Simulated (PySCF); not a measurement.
# SiHBr (SMILES [SiH]Br) at CISD/STO-3G

Aim: the vertical ionisation energy of SiHBr at CISD/STO-3G, from 2 runs. 

The calculation is run with PySCF 2.14.0.

6 further runs of the same task are left out: 6 set aside as unsound or not needed.

## Step 1: Starting point

The species is SiHBr (3 atoms), meant as a singlet with charge 0. As SMILES, `[SiH]Br`. Geometry: relaxed at PBE0-D4/def2-TZVP.

Bond lengths: Si1–Br2 2.245 Å, Si1–H3 1.527 Å. Angles: Br2–Si1–H3 94.0°.

## Step 2: A single-point energy at CISD/STO-3G

calc.py

```python
from pyscf import gto, ci

system = gto.M(
    atom=[
    ('Si', (-0.624700, 0.521900, -0.296100)),
    ('Br', (1.340900, 0.401500, 0.781400)),
    ('H', (-0.727100, -0.988300, -0.498600)),
],
    basis='sto-3g',
    charge=0,
    max_memory=1860,
    verbose=4,
)

mf = system.RHF()
mf.conv_tol = 1e-10
mf.kernel()
if not mf.converged:
    mf = mf.newton().run(mf.mo_coeff, mf.mo_occ)

cisd = ci.CISD(mf, frozen=14)
cisd.kernel()
e_tot = cisd.e_tot
print('E = %.10f Eh' % e_tot)
```

Command:

```
$ OMP_NUM_THREADS=1 python calc.py
```

The program printed:

```text
PySCF version 2.14.0

[INPUT] num. atoms = 3
[INPUT] num. electrons = 50
[INPUT] charge = 0
[INPUT] spin (= nelec alpha-beta = 2S) = 0
[INPUT] symmetry False subgroup None
[INPUT] Mole.unit = angstrom
[INPUT] Symbol           X                Y                Z      unit          X                Y                Z       unit  Magmom
[INPUT]  1 Si    -0.624700000000   0.521900000000  -0.296100000000 AA   -1.180511910016   0.986248064411  -0.559547905484 Bohr   0.0
[INPUT]  2 Br     1.340900000000   0.401500000000   0.781400000000 AA    2.533933760429   0.758725039013   1.476631993735 Bohr   0.0
[INPUT]  3 H     -0.727100000000  -0.988300000000  -0.498600000000 AA   -1.374019865171  -1.867616328908  -0.942217445708 Bohr   0.0

nuclear repulsion = 126.973584231117
number of shells = 14
number of NR pGTOs = 84
number of NR cGTOs = 28
basis = sto-3g
ecp = {}

******** <class 'pyscf.scf.hf.RHF'> ********
method = RHF
initial guess = minao
damping factor = 0
level_shift factor = 0
DIIS = <class 'pyscf.scf.diis.CDIIS'>
diis_start_cycle = 1
diis_space = 8
diis_damp = 0
SCF conv_tol = 1e-10
SCF conv_tol_grad = None
SCF max_cycles = 50
direct_scf = True
direct_scf_tol = 1e-13
Set gradient conv threshold to 1e-05
Initial guess from minao.
init E= -2826.68869467144
  HOMO = -0.279951210512061  LUMO = -0.0395279388251696  gap/eV = 6.54225
cycle= 1 E= -2830.77122968569  delta_E= -4.08  |g|= 0.27  |ddm|= 2.04
  HOMO = -0.204390652169522  LUMO = 0.121492612262677  gap/eV = 8.86774
cycle= 2 E= -2830.8297679557  delta_E= -0.0585  |g|= 0.0487  |ddm|= 0.949
  HOMO = -0.240137757366115  LUMO = 0.182402449883751  gap/eV = 11.49790
cycle= 3 E= -2830.83120389765  delta_E= -0.00144  |g|= 0.0139  |ddm|= 0.111
  HOMO = -0.243358700771211  LUMO = 0.182010544461269  gap/eV = 11.57489
cycle= 4 E= -2830.83144214234  delta_E= -0.000238  |g|= 0.00394  |ddm|= 0.0621
  HOMO = -0.243378576604627  LUMO = 0.182050205741738  gap/eV = 11.57651
cycle= 5 E= -2830.83146752493  delta_E= -2.54e-05  |g|= 0.000762  |ddm|= 0.0222
  HOMO = -0.243351075196798  LUMO = 0.182197782788907  gap/eV = 11.57977
cycle= 6 E= -2830.83146840204  delta_E= -8.77e-07  |g|= 0.000136  |ddm|= 0.00389
  HOMO = -0.243336604952189  LUMO = 0.182191738274272  gap/eV = 11.57922
cycle= 7 E= -2830.83146842936  delta_E= -2.73e-08  |g|= 2.19e-05  |ddm|= 0.000717
  HOMO = -0.243337734955442  LUMO = 0.182193682096362  gap/eV = 11.57930
cycle= 8 E= -2830.83146842984  delta_E= -4.88e-10  |g|= 2.68e-06  |ddm|= 8.25e-05
  HOMO = -0.24333692183703  LUMO = 0.182193732986021  gap/eV = 11.57928
cycle= 9 E= -2830.83146842985  delta_E= -1.05e-11  |g|= 3.61e-07  |ddm|= 1.3e-05
  HOMO = -0.243337013726255  LUMO = 0.182193724055904  gap/eV = 11.57928
Extra cycle  E= -2830.83146842985  delta_E= 4.55e-12  |g|= 1.29e-07  |ddm|= 1.11e-06
converged SCF energy = -2830.83146842985

******** <class 'pyscf.ci.cisd.RCISD'> ********
CISD nocc = 11, nmo = 14
frozen orbitals 14
max_cycle = 50
direct = 0
conv_tol = 1e-09
max_cycle = 50
max_space = 12
lindep = 0
nroots = 1
Init t2, MP2 energy = -0.0361323380451802
RCISD converged
E(RCISD) = -2830.882968431467  E_corr = -0.05150000161736275
E = -2830.8829684315 Eh
```

It took 0.8 s on 1 thread of Arm Neoverse V1, shared host; peak memory 0.12 GiB.

## Step 3: The doublet cation, same level

input.py

```python
from pyscf import gto, scf, ci

mol = gto.M(
    atom='''
Si    -1.180512     0.986248    -0.559548
Br     2.533934     0.758725     1.476632
H     -1.374020    -1.867616    -0.942217
''',
    verbose=3,
    unit='bohr',
    spin=1,
    max_memory=1860,
    basis='sto-3g',
    charge=1,
)

mf = scf.UHF(mol)
mf.conv_tol = 1e-10
mf.kernel()
if not mf.converged:
    mf = mf.newton().run(mf.mo_coeff, mf.mo_occ)

cisd = ci.CISD(mf, frozen=14)
cisd.kernel()
e_tot = cisd.e_tot
print('Final energy', e_tot)
```

Command:

```
$ OMP_NUM_THREADS=1 python input.py
```

The program printed:

```text
converged SCF energy = -2830.59997599229  <S^2> = 0.77355768  2S+1 = 2.0234205
E(UCISD) = -2830.662742500297  E_corr = -0.06276650800701992
Final energy -2830.6627425002966
```

Wall time 0.8 s (1 thread of Arm Neoverse V1, shared host); peak memory 0.1 GiB.

## Step 4: Outcome

Level: CISD/STO-3G, 14 core orbitals frozen.

```
                                                                  quantity           value
                                               singlet SiHBr: total energy  -2830.88297 Eh
                       singlet SiHBr: dipole moment (Hartree–Fock density)          2.52 D
                        singlet SiHBr: HOMO energy (Hartree–Fock orbitals)        -6.62 eV
                        singlet SiHBr: LUMO energy (Hartree–Fock orbitals)         4.96 eV
                      singlet SiHBr: HOMO–LUMO gap (Hartree–Fock orbitals)        11.58 eV
               singlet SiHBr: correlation energy (14 core orbitals frozen)       -51.5 mEh
                                              doublet cation: total energy  -2830.66274 Eh
doublet cation: HOMO energy (Hartree–Fock orbitals) (highest over α and β)       -15.22 eV
 doublet cation: LUMO energy (Hartree–Fock orbitals) (lowest over α and β)        -5.88 eV
              doublet cation: correlation energy (14 core orbitals frozen)       -62.8 mEh
                         doublet cation: ⟨S²⟩ of the reference determinant           0.774
                        vertical ionisation energy (to the doublet cation)        5.993 eV
```

**Reading.** Removing an electron at fixed nuclei costs 5.99 eV (578 kJ/mol). In a minimal basis such a difference can be off by several eV, whatever the method. Mulliken charges (doublet cation) of the mean-field density run from +0.00 on H3 to +0.91 on Si1; they depend strongly on the basis.
